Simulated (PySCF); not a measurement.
**A gas-phase reaction: H6OSi2 + Br2 → BrH5OSi2 + BrH**

What reaction energy should one expect for `[SiH3]O[SiH3]` + `BrBr` → `[SiH3]O[SiH2]Br` + `Br`?

Programs: PySCF 2.14.0. All values are calculated, for the isolated system unless a continuum is named. Atoms count from 0, parts from 1.

## 1. The system as given

Each species was relaxed by itself at PBE0-D3(BJ)/def2-SVPD.

## 2. Reaction energy: wB97M-D3(BJ)/def2-TZVPD

Job settings and geometry (Å):

```
{"job": {"kind": "react", "xc": "wB97M-D3(BJ)", "basis": "def2-TZVPD"}, "charge": 0, "multiplicity": 1}
-1 H6OSi2 charge 0 multiplicity 1
Si     0.951210     0.197680    -1.254390
O      0.309180     0.440140     0.263760
Si    -0.881410    -0.127280     1.281700
H      2.329750     0.760020    -1.263470
H      0.112330     0.893550    -2.273570
H      0.994710    -1.262650    -1.566520
H     -0.865000     0.712120     2.510980
H     -0.613100    -1.553420     1.632530
H     -2.215880    -0.029870     0.618190

-1 Br2 charge 0 multiplicity 1
Br     1.150560     0.004450     0.001530
Br    -1.150830     0.005170    -0.002360

+1 BrH5OSi2 charge 0 multiplicity 1
Si    -1.544220    -0.283320     0.318190
O      0.024300    -0.591260    -0.180390
Si     1.526480     0.040510    -0.412700
Br     1.656490     2.074940     0.501760
H     -1.550820     0.821410     1.317380
H     -2.364510     0.094620    -0.867310
H     -2.070070    -1.536720     0.924770
H      2.531300    -0.816160     0.262780
H      1.791380     0.196320    -1.864650

+1 BrH charge 0 multiplicity 1
Br     0.715060     0.000960     0.001500
H     -0.708680     0.001680    -0.002420
```

Method: wB97M-D3(BJ)/def2-TZVPD reaction energy of separated species, gas phase.

The run is started by

```bash
> OMP_NUM_THREADS=1 python cluster_run.py task.json out
```

The driver reads the jobs from task.json and runs them one after another.

**Question.** The jobs that follow are: PBE0-D3(BJ)/def2-TZVPD reaction energy of separated species, gas phase. Predict: reaction energy (wB97M-D3(BJ)/def2-TZVPD); ΔH, ΔG at 298 K (xTB thermal terms). Thermal terms come from harmonic xTB runs on each species.

As calculated:

```
                                                quantity                      value
               reaction energy (wB97M-D3(BJ)/def2-TZVPD)            -47.08 kcal/mol
                     ΔH, ΔG at 298 K (xTB thermal terms)      -47.7, -46.4 kcal/mol
range of the reaction energy over the runs of this table  -47.08 to -46.71 kcal/mol
```

What this shows: The reaction is exothermic by 47.7 kcal/mol in the gas phase; dispersion gives -0.72, and xTB itself gave -28.96 for the electronic energy (xTB energies and thermal terms come from the earlier relaxation of each species, not shown). No barrier was sought. xTB and this level differ widely in the electronic energy, so what comes from xTB (the thermal terms above all) is less safe here. The reaction energy runs from -47.08 (wB97M-D3(BJ)/def2-TZVPD) to -46.71 kcal/mol (PBE0-D3(BJ)/def2-TZVPD).
